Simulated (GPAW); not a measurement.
# Ti2Ag (I4/mmm) in GPAW: reference runs

Aim: a first look at Ti2Ag with PBEsol, on the cell as given.

Everything below comes from runs of GPAW 26.7.0. Logs are shortened: lines on timing, memory, paths and dates and some standing lists are left out, and cuts for length are marked. The log counts tension as positive stress, the text compression.

### Step 1. The structure

Symmetry: I4/mmm, No. 139, tetragonal system. Conventional cell: a = 2.945 Å, b = 2.945 Å, c = 11.824 Å, α = 90.00°, β = 90.00°, γ = 90.00°. Around Ag (site symmetry 4/mmm) lie 8 Ti at 2.91 Å and 4 Ag at 2.95 Å. Ti (site symmetry 4mm) is surrounded by 8 Ti at 2.79 to 2.95 Å and 4 Ag at 2.91 Å.

The cell comes from a database or a generator and needn't be the stable form of this composition.

### Step 2. Single point, PBEsol

Input file run.py:

```python
from ase import Atoms
from ase.dft.bandgap import bandgap
from ase.io import write
from ase.units import Bohr, GPa
from ase.parallel import parprint
from gpaw import GPAW, PW, setup_paths
from gpaw.elf import elf_from_dft_calculation

setup_paths.insert(0, '.')

atoms = Atoms(['Ag', 'Ti', 'Ti'],
              cell=[[-1.47266412, 1.47266412, 5.91195787],
                    [1.47266412, -1.47266412, 5.91195787],
                    [1.47266412, 1.47266412, -5.91195787]],
              scaled_positions=[[0.0, 0.0, 0.0],
                                [0.67151062, 0.67151062, 0.0],
                                [0.32848938, 0.32848938, 0.0]],
              pbc=True)

calc = GPAW(mode=PW(600),
            xc='PBEsol',
            kpts={'size': (13, 13, 13), 'gamma': True},
            occupations={'name': 'fermi-dirac', 'width': 0.05},
            nbands=38,
            convergence={'density': 1e-05, 'energy': 1e-05},
            maxiter=150,
            txt='gpaw.txt')
atoms.calc = calc
energy = atoms.get_potential_energy()
forces = atoms.get_forces()
stress = atoms.get_stress()
calc.write('gs.gpw')
write('result.traj', atoms)
parprint(f'Energy: {energy:.6f} eV')
parprint('Forces (eV/A):')
parprint(forces.round(4))
parprint('Stress (GPa):', (stress / GPa).round(3))
parprint('Fermi level:', round(calc.get_fermi_level(), 4), 'eV')
parprint(f'Gap: {bandgap(calc)[0]:.4f} eV, direct: {bandgap(calc, direct=True)[0]:.4f} eV')

# fields on the real-space grid
write('density.cube', atoms, data=calc.get_pseudo_density() * Bohr**3)
write('potential.cube', atoms, data=calc.get_electrostatic_potential())
write('elf.cube', atoms, data=elf_from_dft_calculation(calc).data)
```

Potentials or basis: PAW data sets generated in the run's folder for this functional, pw.

On the command line:

```console
gpaw-setup -f PBEsol Ag Ti
OMP_NUM_THREADS=1 mpirun -n 4 gpaw python run.py
```

gpaw.txt:

```text
__  _  _
 | _ |_)|_||  |
 |__||  | ||/\| - 26.7.0

Input parameters:
  mode=PW(ecut=600.0),
  convergence={'density': 1e-05, 'energy': 1e-05},
  kpts=MonkhorstPack(size=(13, 13, 13), gamma=True),
  maxiter=150,
  nbands=38,
  occupations=Occupations(name='fermi-dirac', width=0.05),
  xc=XC(name='PBEsol')

Diagonalizing LCAO Hamiltonian
Converting LCAO to pw mode

       Ti

       Ti

       Ag

Atoms  # Å, Bohr magnetons
|   | symbol |         x |        y |        z |    initial magnetic moments |
|---|--------|-----------|----------|----------|-----------------------------|
| 0 |     Ag |  0.000000 | 0.000000 | 0.000000 | ( 0.0000,  0.0000,  0.0000) |
| 1 |     Ti | -0.000000 | 0.000000 | 7.939885 | ( 0.0000,  0.0000,  0.0000) |
| 2 |     Ti | -0.000000 | 0.000000 | 3.884031 | ( 0.0000,  0.0000,  0.0000) |

Unit cell  # Å
| periodic |         x |         y |         z |  lengths |     angles |
|----------|-----------|-----------|-----------|----------|------------|
|      yes | -1.472664 |  1.472664 |  5.911958 | 6.268072 | 152.823013 |
|      yes |  1.472664 | -1.472664 |  5.911958 | 6.268072 | 152.823013 |
|      yes |  1.472664 |  1.472664 | -5.911958 | 6.268072 |  38.812632 |

Number of symmetries: 16
Symmetry operations  # r_c * U_cc + t_c -> r_c
|    | kind |            matrix            |
|----|------|------------------------------|
|  0 |  σ   |  1, 1, 1,  0, 0,-1,  0,-1, 0 |
|  1 |  C4  |  1, 1, 1,  0, 0,-1, -1, 0, 0 |
|  2 |  E   |  1, 0, 0,  0, 1, 0,  0, 0, 1 |
|  3 |  σ   |  1, 0, 0,  0, 1, 0, -1,-1,-1 |
|  4 |  σ   |  0, 1, 0,  1, 0, 0,  0, 0, 1 |
|  5 |  C2  |  0, 1, 0,  1, 0, 0, -1,-1,-1 |
|  6 |  C2  |  0, 0, 1, -1,-1,-1,  1, 0, 0 |
|  7 |  S4  |  0, 0, 1, -1,-1,-1,  0, 1, 0 |
|  8 |  C4  |  0, 0,-1,  1, 1, 1,  0,-1, 0 |
|  9 |  σ   |  0, 0,-1,  1, 1, 1, -1, 0, 0 |
| 10 |  σ   |  0,-1, 0, -1, 0, 0,  1, 1, 1 |
| 11 |  C2  |  0,-1, 0, -1, 0, 0,  0, 0,-1 |
| 12 |  C2  | -1, 0, 0,  0,-1, 0,  1, 1, 1 |
| 13 |  i   | -1, 0, 0,  0,-1, 0,  0, 0,-1 |
| 14 |  S4  | -1,-1,-1,  0, 0, 1,  1, 0, 0 |
| 15 |  C2  | -1,-1,-1,  0, 0, 1,  0, 1, 0 |

BZ-sampling:
  Number of BZ points: 2197
  Number of IBZ points: 196

  Monkhorst-Pack size: [13, 13, 13]
  Monkhorst-Pack shift: [0, 0, 0]

K-points  # in reciprocal-cell coordinates
|     |                                coordinates |     weight |
|-----|--------------------------------------------|------------|
|   0 | (  0.00000000,   0.00000000,   0.00000000) | 0.00045517 |
|   1 | (  0.07692308,  -0.07692308,   0.00000000) | 0.00182066 |
|   2 | (  0.07692308,  -0.07692308,   0.07692308) | 0.00182066 |
|   3 | (  0.07692308,   0.00000000,   0.00000000) | 0.00364133 |
|   4 | (  0.07692308,   0.07692308,  -0.07692308) | 0.00091033 |
|   5 | (  0.15384615,  -0.15384615,   0.00000000) | 0.00182066 |
|   6 | (  0.15384615,  -0.15384615,   0.07692308) | 0.00364133 |
|   7 | (  0.15384615,  -0.15384615,   0.15384615) | 0.00182066 |
|   8 | (  0.15384615,  -0.07692308,   0.00000000) | 0.00728266 |
|   9 | (  0.15384615,  -0.07692308,   0.07692308) | 0.00364133 |
| ... |                                            |            |
| 195 | (  0.46153846,   0.46153846,   0.46153846) | 0.00364133 |

Plane wave coefficients: 1736
Cutoff: 600.0 eV

Spin-components: 1 (collinear spins)
Bands:           38
Projectors:      18
Spin-degeneracy: 2
Datatype:        complex128

Parallelization:
  kpt:    4
  domain: 1
  band:   1

Density:
  Valence electrons: 41.0
  Components: 1
  Grid points: [36 36 36]
  Charge: 0.0  # |e|

Potential:
  Grid points: [36 36 36]

species:
  Ag:
    name:    Silver
    Z:       47.0
    valence: 17
    core:    30
    charge:  0.0  # [|e|]
    compensation charges:
      type: gauss
      rc: 0.40  # [Å]
      lmax: 2
    cutoffs:
      filter: 2.35  # [Å]
      core: 2.19  # [Å]
    projectors
    | kind |    occ | energy [eV] | rcut [Å] |
    |------|--------|-------------|----------|
    |   5s |  1.000 |      -4.417 |    1.286 |
    |   4p |  6.000 |     -58.524 |    1.328 |
    |   5p |  0.000 |      -0.670 |    1.328 |
    |   4d | 10.000 |      -7.455 |    1.180 |
    |    s |        |      22.795 |    1.286 |
    |    d |        |      19.756 |    1.180 |

    Using partial waves for Ag as LCAO basis

  Ti:
    name:    Titanium
    Z:       22.0
    valence: 12
    core:    10
    charge:  0.0  # [|e|]
    compensation charges:
      type: gauss
      rc: 0.38  # [Å]
      lmax: 2
    cutoffs:
      filter: 2.23  # [Å]
      core: 1.02  # [Å]
    projectors
    | kind |    occ | energy [eV] | rcut [Å] |
    |------|--------|-------------|----------|
    |   3s |  2.000 |     -62.441 |    1.270 |
    |   4s |  2.000 |      -4.477 |    1.270 |
    |   3p |  6.000 |     -38.776 |    1.058 |
    |   4p |  0.000 |      -1.449 |    1.058 |
    |   3d |  2.000 |      -4.275 |    1.058 |
    |    d |        |      22.937 |    1.058 |

    Using partial waves for Ti as LCAO basis

Reference energy: -190924.462873  # eV

eigensolver:
  PPCG
  Converge bands: occupied
  niter=2

density mixing:
  MSR1-Mixer
  Pratt-step length: 0.05
  Maximum mixing coefficient: 0.75
  Old densities: 10
  SVD Regularization: 0.005
  Good broyden scale: 1.0
  Trust region scale: 1.0
  Backstep threshold: 4.0
  History deletion threshold: 6.0
  Fourier metric: weight=20.0, sigma=0.015

occupation numbers:
  Fermi-Dirac:
    width: 0.0500  # eV

poisson solver:
  ecut: 4800.0  # eV

xc functional:
  name: PBEsol with 2 nearest neighbor stencil

convergence criteria:
[... 6 lines left out ...]
|iter     | |      energy | eigst |  dens |
|---------|-|-------------|-------|-------|
|iter:   1| |  -21.198043 | +0.02 |       |
|iter:   2| |  -19.552995 | -2.15 | -1.10 |
|iter:   3| |  -18.379096 | -1.85 | -1.21 |
|iter:   4| |  -18.053310 | -1.94 | -1.44 |
|iter:   5| |  -18.041800 | -3.65 | -1.95 |
|iter:   6| |  -18.039315 | -3.43 | -2.17 |
|iter:   7| |  -18.039039 | -4.46 | -2.62 |
|iter:   8| |  -18.038726 | -5.15 | -3.03 |
|iter:   9| |  -18.038733c| -6.38 | -3.69 |
|iter:  10| |  -18.038739c| -7.09 | -4.15 |
|iter:  11| |  -18.038740c| -8.08c| -5.11c|

Converged in 11 steps
Energy contributions relative to reference atoms: (reference = -190924.462873)

Energy contributions:
  Kinetic:           1.906811
  Coulomb:          -4.447688
  Zero:              0.310239
  External:          0.000000
  Xc:              -15.799781
  Entropy:          -0.016642
  Spinorbit:         0.000000
  ----------------------------
  Free energy:     -18.047060
  Extrapolated:    -18.038740

dipole moment: (-14.084404, -14.084404, 18.971807)  # |e|*Ang

Fermi level: 8.585
Eigenvalues  # (at kpt = [0.000, 0.000, 0.000])
| band index |      eig [eV] | occ [0-2] |
|------------|---------------|-----------|
|          0 |       -48.177 |     2.000 |
|        ... |               |           |
|         12 |         2.542 |     2.000 |
|         13 |         2.766 |     2.000 |
|         14 |         4.045 |     2.000 |
|         15 |         4.045 |     2.000 |
|         16 |         4.575 |     2.000 |
|         17 |         5.418 |     2.000 |
[... 8 lines left out ...]
|         26 |        11.071 |     0.000 |
|         27 |        11.071 |     0.000 |
|        ... |               |           |
|         37 |        27.919 |     0.000 |

No gap
No difference between direct/indirect transitions

Forces  # eV/Ang
|        x |        y |        z |
|----------|----------|----------|
|  0.00000 |  0.00000 |  0.00000 |  # Ag   0
| -0.00000 | -0.00000 | -0.02075 |  # Ti   1
|  0.00000 | -0.00000 |  0.02075 |  # Ti   2

Stress tensor  # eV/Ang^3
|         x |         y |         z |
|-----------|-----------|-----------|
|  0.023826 | -0.000000 | -0.000000 |
| -0.000000 |  0.023826 |  0.000000 |
| -0.000000 |  0.000000 |  0.021298 |

# Writing to gs.gpw (mode='')
```

stdout:

```text
<dir> UserWarning: The angles between your unit-cell vectors are 152.8, 152.8 and 38.8 degrees.  Results may be wrong!  Please Niggli-reduce your unit-cell so that the angles are closer to 90 degrees:

  from ase.build import niggli_reduce
  niggli_reduce(atoms)

  warnings.warn(
<dir> UserWarning: The angles between your unit-cell vectors are 152.8, 152.8 and 38.8 degrees.  Results may be wrong!  Please Niggli-reduce your unit-cell so that the angles are closer to 90 degrees:

  from ase.build import niggli_reduce
  niggli_reduce(atoms)

  warnings.warn(
<dir> UserWarning: The angles between your unit-cell vectors are 152.8, 152.8 and 38.8 degrees.  Results may be wrong!  Please Niggli-reduce your unit-cell so that the angles are closer to 90 degrees:

  from ase.build import niggli_reduce
  niggli_reduce(atoms)

  warnings.warn(
<dir> UserWarning: The angles between your unit-cell vectors are 152.8, 152.8 and 38.8 degrees.  Results may be wrong!  Please Niggli-reduce your unit-cell so that the angles are closer to 90 degrees:

  from ase.build import niggli_reduce
  niggli_reduce(atoms)

  warnings.warn(
Energy: -18.038740 eV
Forces (eV/A):
[[ 0.      0.      0.    ]
 [-0.     -0.     -0.0208]
 [ 0.     -0.      0.0208]]
Stress (GPa): [ 3.817  3.817  3.412  0.    -0.    -0.   ]
Fermi level: 8.5854 eV
Gap: 0.0000 eV, direct: 0.0000 eV
```

It took 3 min on 4 MPI ranks of Arm Neoverse V2, shared host; peak memory 0.36 GiB.

Results:

| Quantity | Value |
| --- | --- |
| Free energy | -18.0471 eV |
| Pressure | -3.7 GPa |
| Largest force | 0.021 eV/Å |
| Band gap on the k mesh | none (metal or under the smearing width) |

Forces in eV/Å, atoms in the order of the input:
```
Ag   0.000  0.000  0.000
Ti   0.000  0.000 -0.021
Ti   0.000  0.000  0.021
```

Stress tensor (GPa, compression positive):
```
-3.82  0.00  0.00
 0.00 -3.82  0.00
 0.00  0.00 -3.41
```

Caveat: the program warned that so skewed a cell can give wrong results.
